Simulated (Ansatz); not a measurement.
**WSiH2+ (sextet): from Hartree-Fock to the top rungs at a displaced geometry (v1), def2-SVP**

One table from this session's results is given with a row withheld; the runs are named, their logs left out.

Program: Ansatz 0.2.0, Gaussian basis. Level of theory: def2-SVP, core rule «outside noble gas», up to 9 orbitals frozen. These are calculated values, not measurements.

The runs, in order: UHF; CCSD(T) on ROHF; CCSD(T) on UHF; CISD; CCSDT(Q) on ROHF; CCSDT(Q) on UHF.

19 further runs of the same task are left out: 1 for a mislabelled method, 7 that didn't finish, 11 set aside as unsound or not needed.

## The system

The geometry is a PBE0/def2-TZVP stationary point (not a proven minimum) with its atoms shifted at random (size 0.040 Å). No spin-orbit coupling is included. Elements past krypton take def2 core potentials.

4 atoms, charge 1, spin multiplicity 6.

Atoms are counted from 1 here; the program's logs count them from 0.

Bond lengths: W1–Si2 2.450 Å, Si2–H3 1.462 Å, Si2–H4 1.490 Å. Angles: W1–Si2–H3 127.8°, W1–Si2–H4 124.8°, H3–Si2–H4 107.5°.

Set-up of the first run:

in.yaml reads:

```yaml
crystal:
  periodic: [false, false, false]
  atoms:
    - {symbol: W, position_ang: [0.000149, 0.002008, 0.352888]}
    - {symbol: Si, position_ang: [-0.000684, -0.014134, -2.096767]}
    - {symbol: H, position_ang: [0.047280, -1.175077, -2.984382]}
    - {symbol: H, position_ang: [-0.055497, 1.202615, -2.954579]}
basis:
  gaussian: {orbitals: def2-SVP}
total_charge: 1
magnetization: {spin_polarized: true, initial_magnetization: 5}
hamiltonian: {xc: hf}
output: {orbitals: {seedname: orbitals}}
```

Launch:

```bash
$ ansatz run in.yaml --threads 1 --pin off --events-out ev --progress --plain --max-ram 2393MiB
```

Among the steps run: UHF; CCSD(T) on ROHF; CCSD(T) on UHF; CISD; CCSDT(Q) on ROHF; CCSDT(Q) on UHF.

One table of the session follows, with a row left open; its other results are not shown here.

It belongs to the step «Misses and costs». 

```
   method  from RCCSDT(Q) (kJ/mol)
     ROHF                   +496.3
      UHF                        ?
     RMP2                   +100.9
     UMP2                    +91.8
     CISD                    +53.3
    RCCSD                    +17.9
    UCCSD                     +8.9
 RCCSD(T)                     +4.0
 UCCSD(T)                     -4.7
   RCCSDT                     +0.7
   UCCSDT                     -8.0
RCCSDT(Q)                        0
UCCSDT(Q)                     -8.8
```

**Question.** Estimate the row for UHF.

The run gave: from RCCSDT(Q) (kJ/mol): +478.2. In the column «from RCCSDT(Q) (kJ/mol)» it lies between RMP2 (+100.9) and ROHF (+496.3).

Limits of these values: Restricted and unrestricted rows rest on different reference determinants; where their highest levels disagree by more than a few hundredths of an eV, they describe different states and don't form one ladder.
